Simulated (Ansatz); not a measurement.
# Ge: the cost of one run

Program: Ansatz 0.2.0, driven from Python. Level of theory: DFT LDA, plane waves, PAW. These are calculated values, not measurements.

### Step 1. Starting point

Symmetry: Ia-3, No. 206, cubic system. The conventional cell has a = 6.968 Å, b = 6.968 Å, c = 6.968 Å, α = 90.00°, β = 90.00°, γ = 90.00°. Ge (site symmetry 3) has 4 Ge at 2.43 to 2.51 Å as nearest neighbours.

No structure file is read: the coordinates are typed or built in the script.

### Step 2. The code

ge.py

```python
'''Relax cell and ions of Ge.'''

from pathlib import Path
import warnings

import ansatz as az
from ase import Atoms
from ase.neighborlist import neighbor_list
import numpy as np

def edges_and_angles(cell):
    cell = np.asarray(cell)
    a, b, c = np.linalg.norm(cell, axis=1)
    cosines = cell[1] @ cell[2] / (b * c), cell[0] @ cell[2] / (a * c), cell[0] @ cell[1] / (a * b)
    return (a, b, c, *np.degrees(np.arccos(cosines)))


def main() -> None:
    warnings.simplefilter('ignore', az.DeckWarning)

    system = (
        az.Lattice.from_parameters(6.03476, 6.03476, 6.03476, alpha=109.47122, beta=109.47122, gamma=109.47122)
        .atom('Ge', (0.5, 0.0, 0.798899))
        .atom('Ge', (0.798899, 0.5, 0.0))
        .atom('Ge', (0.0, 0.798899, 0.5))
        .atom('Ge', (0.701101, 0.701101, 0.701101))
        .atom('Ge', (0.5, 0.0, 0.201101))
        .atom('Ge', (0.201101, 0.5, 0.0))
        .atom('Ge', (0.0, 0.201101, 0.5))
        .atom('Ge', (0.298899, 0.298899, 0.298899))
    )

    # part of the cell is held
    job = system.calculation()
    job = job.kpoints(4)
    job = job.basis(260, xc_grid=2).scf(tolerance=1e-06)
    job = job.functional(az.Functional.LDA)
    job = job.accuracy('medium')
    job = job.occupations(az.OccupationsMethod.FERMI_DIRAC, width=0.3)
    job = job.relax(fix_cell=['c/a', 'angles'])
    job = job.density().potential()
    job = job.electron_localization_function().output_files(volumetric_format='npy')
    steps = []


    def collect(event):
        if event['event'] == 'relax_step':
            steps.append(event['data'])


    result = job.session().plan().execute(on_event=collect)
    rep = result.report
    for s in steps:
        flag = '' if s['accepted'] else '  (rejected)'
        print('step %2d  E = %.5f eV  largest force component = %.4f eV/A%s' % (s['step'], s['lagrangian_ev'], s['allowed_force_max_ev_ang'], flag))

    first, last = steps[0], steps[-1]
    symbols = [site.symbol for site in result.lattice.sites]
    print(f'energy gained {first["lagrangian_ev"] - last["lagrangian_ev"]:.4f} eV in {len(steps) - 1} steps')
    for label, vectors in (('before', first['cell_ang']), ('after', result.lattice.cell_ang)):
        print(label, 'a b c (A) {:.4f} {:.4f} {:.4f}  angles {:.2f} {:.2f} {:.2f}'.format(*edges_and_angles(vectors)), f' V = {abs(np.linalg.det(vectors)):.3f} A^3')
    print('final stress xx yy zz (GPa, compression positive):', np.round(np.diag(rep['stress_gpa']), 3) + 0.0)

    final = Atoms(symbols, positions=last['positions_ang'], cell=result.lattice.cell_ang, pbc=True)
    i, j, d = neighbor_list('ijd', final, 4.5)
    print('neighbours within 1.2 times the shortest distance of each atom (A)')
    for atom in range(len(final)):
        near = [m for m in np.argsort(d) if i[m] == atom]
        shell = [m for m in near if d[m] < 1.2 * d[near[0]]]
        print(f'{symbols[atom]}{atom} ({len(shell)}):', ', '.join(f'{symbols[j[m]]} {d[m]:.3f}' for m in shell))

    print('relaxed fractional positions')
    for site in result.lattice.sites:
        print(f'  {site.symbol:2s}', ' '.join(f'{v % 1:8.5f}' for v in np.round(site.position_frac, 5)))

    print('atom   start x y z (A)              end x y z (A)')
    for symbol, a, b in zip(symbols, first['positions_ang'], last['positions_ang']):
        print(f'{symbol:3s}', ' '.join(f'{v:8.4f}' for v in a), '  ', ' '.join(f'{v:8.4f}' for v in b))

    print(f'free energy      {rep["free_energy_ev"]:.5f} eV')
    print(f'per atom         {rep["free_energy_ev"] / len(result.lattice.sites):.5f} eV')
    print(f'SCF iterations   {rep["n_iterations"]}  (converged: {rep["converged"]})')

    folder = Path(result.write_results('fields'))
    print('densities in e/A^3, potentials in eV, ELF without unit')
    for name in sorted(p.name for p in folder.glob('*.npy')):
        field = np.load(folder / name)
        print(f'{name:16s} {str(field.shape):16s} min {field.min():10.4f}  mean {field.mean():10.4f}  max {field.max():10.4f}')


if __name__ == '__main__':
    main()
```

### Step 3. The calls as engine input

The package turns the script's settings into the engine's input:

```yaml
crystal:
  lattice:
    a: 6.03476
    b: 6.03476
    c: 6.03476
    alpha: 109.47122
    beta: 109.47122
    gamma: 109.47122
  atoms:
    - { symbol: Ge, position: [0.5, 0.0, 0.798899] }
    - { symbol: Ge, position: [0.798899, 0.5, 0.0] }
    - { symbol: Ge, position: [0.0, 0.798899, 0.5] }
    - { symbol: Ge, position: [0.701101, 0.701101, 0.701101] }
    - { symbol: Ge, position: [0.5, 0.0, 0.201101] }
    - { symbol: Ge, position: [0.201101, 0.5, 0.0] }
    - { symbol: Ge, position: [0.0, 0.201101, 0.5] }
    - { symbol: Ge, position: [0.298899, 0.298899, 0.298899] }
accuracy: medium
basis:
  ecutwfc: 260.0
  xc_grid: 2
kpoints:
  mp_grid:
    grid: [4, 4, 4]
hamiltonian:
  xc: lda
scf:
  convergence:
    dr2_threshold: 1.0e-06
  occupations:
    method: fermi_dirac
    width: 0.3
relax:
  cell:
    fix: [c/a, angles]
output:
  write_density: true
  write_potential: true
  volumetric_format: npy
  elf: true
```

### Step 4. Launch

The run is started by

```
$ python ge.py
```

Q: Estimate wall time and peak memory on 1 thread of Arm Neoverse V2, shared host.

About 6.9 min, with a peak of 0.57 GiB.
